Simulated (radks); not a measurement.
# Ionising lead step by step, Pb⁹⁺ to Pb¹²⁺

One table from this session's results is given with a row withheld; the runs are named, their logs left out.

Program: radks (a radial shooting solver on a logarithmic mesh, Libxc functionals) version 1. Level of theory: scalar-relativistic Kohn-Sham, PBE, spin-polarised, spherical densities, finite nucleus; open shells are filled with parallel spins first. These are calculated values, not measurements, unless marked.

### The system

```
element             : lead (Z = 82)
charges             : 9 to 12
first configuration : [Xe] 4f14 5d5
last configuration  : [Xe] 4f14 5d2
```

Outer shells as boxes (Hund's rule):

Pb⁹⁺
```
[Xe] core
4f [↑↓][↑↓][↑↓][↑↓][↑↓][↑↓][↑↓]
5d [↑ ][↑ ][↑ ][↑ ][↑ ]
```

Pb¹²⁺
```
[Xe] core
4f [↑↓][↑↓][↑↓][↑↓][↑↓][↑↓][↑↓]
5d [↑ ][↑ ][  ][  ][  ]
```

The first run:

The run's settings:

```text
Z 82
configuration [Xe] 4f14 5d5 6s0 6p0
relativity scalar-relativistic
functional pbe,pbe
spin polarised
nucleus finite rms 5.5012 fm
c 137.035999084
```

Steps of the session up to this table: Pb⁹⁺, [Xe] 4f14 5d5.

One of the session's tables, all rows but one given; the rest of the session is left out.

It belongs to the step «Pb⁹⁺, [Xe] 4f14 5d5». Radial moments (bohr):

| level | <r> | outermost maximum (interpolated) | 90 % within | nodes |
| --- | --- | --- | --- | --- |
| 5p up | 0.9383 | 0.870 | 1.34 | 3 |
| 5p down | 0.9341 | 0.865 | 1.33 | 3 |
| 5d up | ? | ? | ? | ? |
| 5d down | 1.119 | 1.01 | 1.62 | 2 |
| 6s up | 1.679 | 1.62 | 2.34 | 5 |
| 6s down | 1.694 | 1.63 | 2.35 | 5 |
| 6p up | 1.890 | 1.84 | 2.63 | 4 |
| 6p down | 1.906 | 1.85 | 2.65 | 4 |

**Question.** Estimate the row for 5d up.

The run gave: <r>: 1.116; outermost maximum (interpolated): 1.01; 90 % within: 1.61; nodes: 2. In the column «<r>» it lies between 5p up (0.9383) and 5d down (1.119).

Limits of these values: Open shells are spherical and high-spin; term and fine-structure splittings are not resolved.
